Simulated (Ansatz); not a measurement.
# ClFGaH5N2Si: basis-set convergence

One table from this session's results is given with a row withheld; the runs are named, their logs left out.

Method: one geometry, several basis sets; program: Ansatz 0.2.0, Gaussian basis.

Levels to be run: PBE0-D4/def2-SVP; ωB97M-V/def2-SVP; PBE0-D4/def2-QZVPP; ωB97M-V/def2-QZVPP; the functionals' def2-TZVPP values are taken from earlier runs.

## The geometry

The geometry comes from an earlier relaxation with PBE0-D4 in a triple-zeta def2 set; it is a stationary point, not always the lowest conformer.

SMILES `N[SiH](N)[Ga]([F])[Cl]`, 11 atoms, charge 0, spin multiplicity 1.

Atoms are counted from 1 here; the program's logs count them from 0.

Bond lengths: N1–Si2 1.702 Å, N1–H7 1.007 Å, N1–H8 1.006 Å, Si2–N3 1.707 Å, Si2–Ga4 2.420 Å, Si2–H9 1.490 Å, N3–H10 1.007 Å, N3–H11 1.007 Å, Ga4–F5 1.757 Å, Ga4–Cl6 2.164 Å. Angles: Si2–N1–H7 123.0°, Si2–N1–H8 122.1°, H7–N1–H8 113.0°, N1–Si2–N3 110.3°, N1–Si2–Ga4 99.9°, N1–Si2–H9 118.0°, N3–Si2–Ga4 117.7°, N3–Si2–H9 103.8°, Ga4–Si2–H9 107.9°, Si2–N3–H10 122.0°, Si2–N3–H11 120.6°, H10–N3–H11 112.2°, Si2–Ga4–F5 128.0°, Si2–Ga4–Cl6 121.6°, F5–Ga4–Cl6 110.4°.

Set-up of the first run:

The input, in.yaml:

```yaml
crystal:
  periodic: [false, false, false]
  atoms:
    - {symbol: N, position_ang: [-0.946239, -1.328524, 0.222015]}
    - {symbol: Si, position_ang: [0.296163, -0.206377, 0.527196]}
    - {symbol: N, position_ang: [1.759756, -0.737334, -0.171544]}
    - {symbol: Ga, position_ang: [-0.720919, 1.793902, -0.377919]}
    - {symbol: F, position_ang: [0.018983, 3.368842, -0.619970]}
    - {symbol: Cl, position_ang: [-2.770890, 1.809273, -1.071876]}
    - {symbol: H, position_ang: [-0.889943, -2.296250, 0.494711]}
    - {symbol: H, position_ang: [-1.880324, -1.040870, -0.017643]}
    - {symbol: H, position_ang: [0.658197, 0.065874, 1.946498]}
    - {symbol: H, position_ang: [1.829914, -0.971843, -1.148169]}
    - {symbol: H, position_ang: [2.645303, -0.456704, 0.216692]}
basis:
  gaussian: {orbitals: def2-SVP}
hamiltonian: {xc: pbe0, dispersion: d4}
output: {orbitals: {seedname: orbitals}}
```

Started as:

```bash
$ ansatz run in.yaml --threads 2 --pin off --events-out ev --progress --plain --max-ram 32768MiB --backend cpu
```

Steps of the session up to this table: PBE0-D4 in def2-SVP; ωB97M-V in def2-SVP; PBE0-D4 in def2-QZVPP; ωB97M-V in def2-QZVPP.

One of the session's tables, all rows but one given; the rest of the session is left out.

It belongs to the step «Functionals by basis». 

| functional | basis | HOMO (eV) | LUMO (eV) |
| --- | --- | --- | --- |
| PBE0-D4 | def2-SVP | -7.15 | -1.36 |
| PBE0-D4 | def2-TZVPP | -7.37 | -1.58 |
| PBE0-D4 | def2-QZVPP | -7.43 | -1.66 |
| ωB97M-V | def2-SVP | -9.24 | 0.42 |
| ωB97M-V | def2-TZVPP | -9.48 | 0.13 |
| ωB97M-V | def2-QZVPP | ? | ? |

Estimate the missing values for ωB97M-V, def2-QZVPP.

**Answer.** HOMO (eV): -9.55; LUMO (eV): -0.02. In the column «HOMO (eV)» it is the lowest.
